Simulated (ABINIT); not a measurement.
# BiTe (R-3m) in ABINIT: a series of runs

The runs below take BiTe through relaxation of cell and atoms, with PBE.

All numbers are computed with ABINIT 10.8.3 (patched build); they aren't measurements. Logs are shortened: lines on timing, memory, paths and dates and some standing lists are left out, and cuts for length are marked. The log counts tension as positive stress, the text compression.

**1. The crystal as given**

It takes space group R-3m (No. 166, trigonal). Conventional cell: a = 4.845 Å, b = 4.845 Å, c = 9.952 Å, α = 90.00°, β = 90.00°, γ = 120.00°. Around Bi (site symmetry -3m) lie 6 Te at 3.25 Å. Te (site symmetry -3m) is surrounded by 6 Bi at 3.25 Å.

The cell comes from a database or a generator and needn't be the stable form of this composition.

**2. Relaxation of cell and atoms, PBE, target pressure 5 GPa, at which the enthalpy is minimised**

run.abi

```
# Pseudopotentials
pp_dirpath "./"
pseudos "Bi.GGA_PBE-JTH.xml, Te.GGA_PBE-JTH.xml"

# Structure
acell 3*1.0
rprim
     4.5782541706     2.6432562778     6.2687732694
    -4.5782541706     2.6432562778     6.2687732694
     0.0000000000    -5.2865125556     6.2687732694
ntypat 2
znucl 83 52
natom 2
typat 1 2
xred
     0.5000000000     0.5000000000     0.5000000000
     0.0000000000     0.0000000000     0.0000000000
chkprim 0
chksymtnons 0
tolsym 1.0e-6

# Plane-wave basis
ecut 22.0
pawecutdg 44.0
pawxcdev 0

# k points
kptopt 1
ngkpt 7 7 7
nshiftk 1
shiftk 0.0 0.0 0.0

# Exchange and correlation
ixc 11

# Bands and occupations
nband 15
occopt 3
tsmear 0.05 eV

# SCF cycle
nstep 100
tolvrs 1.0e-9

# Output
iomode 3
prtwf 0
prtden 0
prteig 0
prtebands 0
enunit 1

# Relaxation
ionmov 2
ntime 60
tolmxf 5.0e-5
optcell 2
dilatmx 1.08
ecutsm 0.5
strtarget 3*-1.699465e-04 3*0.0
```

Potentials or basis: JTH PAW PBE v2.0.

Launch:

```sh
$ abinit run.abi > log 2>&1
```

run.abo:

```text
.Version 10.8.3 of ABINIT
 Symmetries : space group R-3 m (#166); Bravais hR (rhombohedral)
================================================================================
 Values of the parameters that define the memory need of the present run
     intxc =       0    ionmov =       2      iscf =      17    lmnmax =      18
     lnmax =       6     mgfft =      40  mpssoang =       3    mqgrid =    3001
     natom =       2  nloc_mem =       2    nspden =       1   nspinor =       1
    nsppol =       1      nsym =      12    n1xccc =       1    ntypat =       2
    occopt =       3   xclevel =       2
       mpw =        2853          nfft =       64000          nkpt =          44
 PAW method is used; the additional fine FFT grid is defined by:
   mgfftf=        54    nfftf =    157464
================================================================================
================================================================================

--------------------------------------------------------------------------------
------------- Echo of variables that govern the present computation ------------
--------------------------------------------------------------------------------
 -outvars: echo values of preprocessed input variables --------
            acell      1.0000000000E+00  1.0000000000E+00  1.0000000000E+00 Bohr
              amu      2.08980370E+02  1.27600000E+02
          chkprim           0
      chksymtnons           0
          dilatmx      1.08000000E+00
             ecut      2.20000000E+01 Hartree
           ecutsm      5.00000000E-01 Hartree
           enunit           1
           ionmov           2
              ixc          11
         kptrlatt        7    0    0      0    7    0      0    0    7
          kptrlen      5.74020203E+01
            natom           2
            nband          15
            ngfft          40      40      40
          ngfftdg          54      54      54
             nkpt          44
            nstep         100
             nsym          12
            ntime          60
           ntypat           2
           occopt           3
          optcell           2
        pawecutdg      4.40000000E+01 Hartree
         pawxcdev           0
           prtden           0
        prtebands           0
           prteig           0
            prtwf           0
            rprim      4.5782541706E+00  2.6432562778E+00  6.2687732694E+00
                      -4.5782541706E+00  2.6432562778E+00  6.2687732694E+00
                       0.0000000000E+00 -5.2865125556E+00  6.2687732694E+00
          spgroup         166
        strtarget     -1.69946500E-04 -1.69946500E-04 -1.69946500E-04
                       0.00000000E+00  0.00000000E+00  0.00000000E+00
           tolsym      1.00000000E-06
           tolvrs      1.00000000E-09
           tsmear      1.83746611E-03 Hartree
            typat      1  2
           useylm           1
           xangst      1.0051459183E-16 -7.9709334504E-17  4.9759379284E+00
                       0.0000000000E+00  0.0000000000E+00  0.0000000000E+00
            xcart      1.8994505021E-16 -1.5062881189E-16  9.4031599041E+00
                       0.0000000000E+00  0.0000000000E+00  0.0000000000E+00
             xred      5.0000000000E-01  5.0000000000E-01  5.0000000000E-01
                       0.0000000000E+00  0.0000000000E+00  0.0000000000E+00
            znucl       83.00000   52.00000

================================================================================

 chkinp: Checking input parameters for consistency.

================================================================================
== DATASET  1 ==================================================================

--- !DatasetInfo
iteration_state: {dtset: 1, }
dimensions: {natom: 2, nkpt: 44, mband: 15, nsppol: 1, nspinor: 1, nspden: 1, mpw: 2853, }
cutoff_energies: {ecut:  22.0, pawecutdg:  44.0, }
electrons: {nelect:   2.10000000E+01, charge:   0.00000000E+00, occopt:   3.00000000E+00, tsmear:   1.83746611E-03, }
meta: {optdriver: 0, ionmov: 2, optcell: 2, iscf: 17, paral_kgb: 0, }
...

 Exchange-correlation functional for the present dataset will be:
  GGA: Perdew-Burke-Ernzerhof functional - ixc=11
  J.P.Perdew, K.Burke, M.Ernzerhof, PRL 77, 3865 (1996)

 Real(R)+Recip(G) space primitive vectors, cartesian coordinates (Bohr,Bohr^-1):
 R(1)=  4.5782542  2.6432563  6.2687733  G(1)=  0.1092119  0.0630535  0.0531736
 R(2)= -4.5782542  2.6432563  6.2687733  G(2)= -0.1092119  0.0630535  0.0531736
 R(3)=  0.0000000 -5.2865126  6.2687733  G(3)=  0.0000000 -0.1261071  0.0531736
 Unit cell volume ucvol=  4.5516932E+02 bohr^3
 Angles (23,13,12)=  6.78771820E+01  6.78771820E+01  6.78771820E+01 degrees

 Coarse grid specifications (used for wave-functions):

 getcut: wavevector=  0.0000  0.0000  0.0000  ngfft=  40  40  40
         ecut(hartree)=     25.661   => boxcut(ratio)=   2.14017

 Fine grid specifications (used for densities):

 getcut: wavevector=  0.0000  0.0000  0.0000  ngfft=  54  54  54
         ecut(hartree)=     51.322   => boxcut(ratio)=   2.04204

--- Pseudopotential description ------------------------------------------------
- pspini: atom type   1  psp file is ./Bi.GGA_PBE-JTH.xml
 Pseudopotential format is: paw10
 basis_size (lnmax)=  6 (lmn_size= 18), orbitals=   0   0   1   1   2   2
 Spheres core radius: rc_sph= 2.41230754
 Shapefunction is BESSEL type: shapef(r,l)=aa(1,l)*jl(q(1,l)*r)+aa(2,l)*jl(q(2,l)*r)
 Radius for shape functions =  2.20555141
 Compensation charge density is not taken into account in XC energy/potential

- pspini: atom type   2  psp file is ./Te.GGA_PBE-JTH.xml
 Pseudopotential format is: paw10
 basis_size (lnmax)=  4 (lmn_size=  8), orbitals=   0   0   1   1
 Spheres core radius: rc_sph= 2.31107438
 Shapefunction is SIN type: shapef(r)=[sin(pi*r/rshp)/(pi*r/rshp)]**2
 Radius for shape functions =  2.10488624
 Compensation charge density is not taken into account in XC energy/potential

   2.90070400E+03                                ecore*ucvol(ha*bohr**3)
--------------------------------------------------------------------------------

================================================================================

=== [ionmov= 2] Broyden-Fletcher-Goldfarb-Shanno method (forces)
================================================================================

--- Iteration: ( 1/60) Internal Cycle: (1/1)
--------------------------------------------------------------------------------

---SELF-CONSISTENT-FIELD CONVERGENCE--------------------------------------------
[... 892 lines left out ...]
 Difference of energy with previous step (new-old):
           Absolute (Ha)= 3.72704E-04
           Relative     = 4.63114E-06

--- Iteration: (10/60) Internal Cycle: (1/1)
--------------------------------------------------------------------------------

---SELF-CONSISTENT-FIELD CONVERGENCE--------------------------------------------

--- !BeginCycle
iteration_state: {dtset: 1, itime: 10, icycle: 1, }
solver: {iscf: 17, nstep: 100, nline: 4, wfoptalg: 10, }
tolerances: {tolvrs: 1.00E-09, }
...
[... 84 lines left out ...]
 Difference of energy with previous step (new-old):
           Absolute (Ha)= 1.57471E-04
           Relative     = 1.95671E-06

 At Broyd/MD step  10, gradients are converged :
  max grad (force/stress) = 2.8572E-05 < tolmxf= 5.0000E-05 ha/bohr (free atoms)

================================================================================

 ----iterations are completed or convergence reached----

 Mean square residual over all n,k,spin=   93.185E-09; max=  61.489E-06
 reduced coordinates (array xred) for    2 atoms
       0.500000000000      0.500000000000      0.500000000000
       0.000000000000      0.000000000000      0.000000000000
 rms dE/dt=  0.0000E+00; max dE/dt=  0.0000E+00; dE/dt below (all hartree)
    1       0.000000000000      0.000000000000      0.000000000000
    2       0.000000000000      0.000000000000      0.000000000000

 cartesian coordinates (angstrom) at end:
    1      0.00000000000000    -0.00000000000000     4.51795805966893
    2      0.00000000000000     0.00000000000000     0.00000000000000

 cartesian forces (hartree/bohr) at end:
    1     -0.00000000000000    -0.00000000000000    -0.00000000000000
    2     -0.00000000000000    -0.00000000000000    -0.00000000000000
 frms,max,avg= 0.0000000E+00 0.0000000E+00   0.000E+00  0.000E+00  0.000E+00 h/b

 cartesian forces (eV/Angstrom) at end:
    1     -0.00000000000000    -0.00000000000000    -0.00000000000000
    2     -0.00000000000000    -0.00000000000000    -0.00000000000000
 frms,max,avg= 0.0000000E+00 0.0000000E+00   0.000E+00  0.000E+00  0.000E+00 e/A
 length scales=  7.754223381496  7.754223381496  7.754223381481 bohr
              =  4.103358298955  4.103358298955  4.103358298947 angstroms
 Fermi (or HOMO) energy (eV) =   0.60352   Average Vxc (eV)=  -9.62903
 Eigenvalues (   eV  ) for nkpt=  44  k points:
 kpt#   1, nband= 15, wtk=  0.00292, kpt=  0.0000  0.0000  0.0000 (reduced coord)
 -22.62733  -22.62733  -22.61115  -22.61115  -22.58540  -13.47075   -7.40976   -2.62237
  -2.62237   -0.74821    2.83089    3.87045    3.87045    4.33105    4.33105
 prteigrs : prtvol=0 or 1, do not print more k-points.

--- !EnergyTerms
iteration_state     : {dtset: 1, itime: 10, icycle: 1, }
comment             : Components of total free energy in Hartree
kinetic             :  7.16983557593747E+00
hartree             :  2.15467735074247E+01
xc                  : -6.63413877044574E+00
Ewald energy        : -5.91665444500062E+01
psp_core            :  7.07343618576259E+00
local_psp           : -6.90746672655004E+01
PAW spherical_terms :  1.86081360995979E+01
internal            : -8.04771691172297E+01
'-kT*entropy'       : -3.53375020473391E-04
total_energy        : -8.04775224922501E+01
total_energy_eV     : -2.18990494865624E+03
...

--- !EnergyTermsDC
iteration_state     : {dtset: 1, itime: 10, icycle: 1, }
comment             : '"Double-counting" decomposition of free energy'
band_energy         : -1.04843414632368E+01
Ewald energy        : -5.91665444500062E+01
psp_core            :  7.07343618576259E+00
xc_dc               : -2.22737848575386E+01
PAW spherical_terms :  4.37405796116703E+00
internal            : -8.04771766238520E+01
'-kT*entropy'       : -3.53375020473391E-04
total_energy_dc     : -8.04775299988725E+01
total_energy_dc_eV  : -2.18990515292184E+03
...

--- !EnergyTermsWithPAWCore
iteration_state     : {dtset: 1, itime: 10, icycle: 1, }
comment             : 'Components of total free energy, including PAW core contributions'
Total energy        : -2.83255111261282E+04
Total energy DC     : -2.83255111336348E+04
Total energy (eV)   : -7.70776423867907E+05
Total energy DC (eV): -7.70776424072172E+05
...

 Cartesian components of stress tensor (hartree/bohr^3)
  sigma(1 1)= -1.70223995E-04  sigma(3 2)=  0.00000000E+00
  sigma(2 2)= -1.70223995E-04  sigma(3 1)=  0.00000000E+00
  sigma(3 3)= -1.70232224E-04  sigma(2 1)=  0.00000000E+00

-Cartesian components of stress tensor (GPa)         [Pressure=  5.0082E+00 GPa]
- sigma(1 1)= -5.00816284E+00  sigma(3 2)=  0.00000000E+00
- sigma(2 2)= -5.00816283E+00  sigma(3 1)=  0.00000000E+00
- sigma(3 3)= -5.00840495E+00  sigma(2 1)=  0.00000000E+00

== END DATASET(S) ==============================================================
================================================================================

 -outvars: echo values of variables after computation  --------
            acell      7.7542233815E+00  7.7542233815E+00  7.7542233815E+00 Bohr
           etotal     -8.0477529999E+01
            fcart     -0.0000000000E+00 -0.0000000000E+00 -0.0000000000E+00
                      -0.0000000000E+00 -0.0000000000E+00 -0.0000000000E+00
            rprim      5.8813627385E-01  3.3956063603E-01  7.3402608798E-01
                      -5.8813627385E-01  3.3956063603E-01  7.3402608798E-01
                       0.0000000000E+00 -6.7912127205E-01  7.3402608799E-01
           strten     -1.7022399493E-04 -1.7022399474E-04 -1.7023222421E-04
                       0.0000000000E+00  0.0000000000E+00  0.0000000000E+00
           xangst      1.0103494841E-16 -3.1531207984E-16  4.5179580597E+00
                       0.0000000000E+00  0.0000000000E+00  0.0000000000E+00
             xred      5.0000000000E-01  5.0000000000E-01  5.0000000000E-01
                       0.0000000000E+00  0.0000000000E+00  0.0000000000E+00
 Calculation completed.
```

Run time: 9.5 min. Hardware: 1 thread of Arm Neoverse V1, shared host; peak memory 0.19 GiB.

What came out:

```yaml
Free_energy: -2189.9052 eV
Relaxed_volume: 30.38 Å³/atom
Relaxed_cell: a = 4.103 Å, b = 4.103 Å, c = 4.103 Å, α = 72.05°, β = 72.05°, γ = 72.05°
Space_group_after_relaxing_to_0.05_Å: R-3m (No. 166)
Energy_change_on_relaxing_the_enthalpy_is_what_falls: +49.5 meV/atom
Ionic_steps: 10
Pressure_after_relaxing: 5.0 GPa
Band_gap_on_the_k_mesh: none (metal or under the smearing width)
Valence_electrons_inside_the_program's_atomic_spheres: Bi 12.13; Te 3.12
```

The path:
| step | energy change (eV) | largest force (eV/Å) | pressure (GPa) | volume (Å³) |
| --- | --- | --- | --- | --- |
| 1 | 0.0000 | 0.0000 | 0.09 | 67.45 |
| 2 | 0.0029 | 0.0000 | 0.84 | 66.44 |
| 3 | 0.0959 | 0.0000 | 5.56 | 61.52 |
| 4 | 0.0791 | 0.0000 | 4.98 | 62.02 |
| 5 | 0.0758 | 0.0000 | 4.86 | 62.10 |
| 6 | 0.0595 | 0.0000 | 4.16 | 62.40 |
| 7 | 0.0625 | 0.0000 | 3.96 | 62.11 |
| 8 | 0.0846 | 0.0000 | 4.37 | 61.27 |
| 9 | 0.0947 | 0.0000 | 4.86 | 60.91 |
| 10 | 0.0990 | 0.0000 | 5.01 | 60.77 |

Final structure:
```
Bi Te
1.0
     2.41333    1.39334    3.01197
    -2.41333    1.39334    3.01197
     0.00000   -2.78668    3.01197
Bi Te
1 1
Direct
  0.50000 0.50000 0.50000
  0.00000 0.00000 0.00000
```

Levels at points of the mesh, in eV from the Fermi level:
| k point | band 7 | band 8 | band 9 | band 10 | band 11 | band 12 | band 13 | band 14 |
| --- | --- | --- | --- | --- | --- | --- | --- | --- |
| (0.00, 0.00, 0.00) | -8.01 | -3.23 | -3.23 | -1.35 | 2.23 | 3.27 | 3.27 | 3.73 |

Caveat: spin-orbit coupling is left out, which moves the levels of the heavy elements.

[end of part 1 of 2]
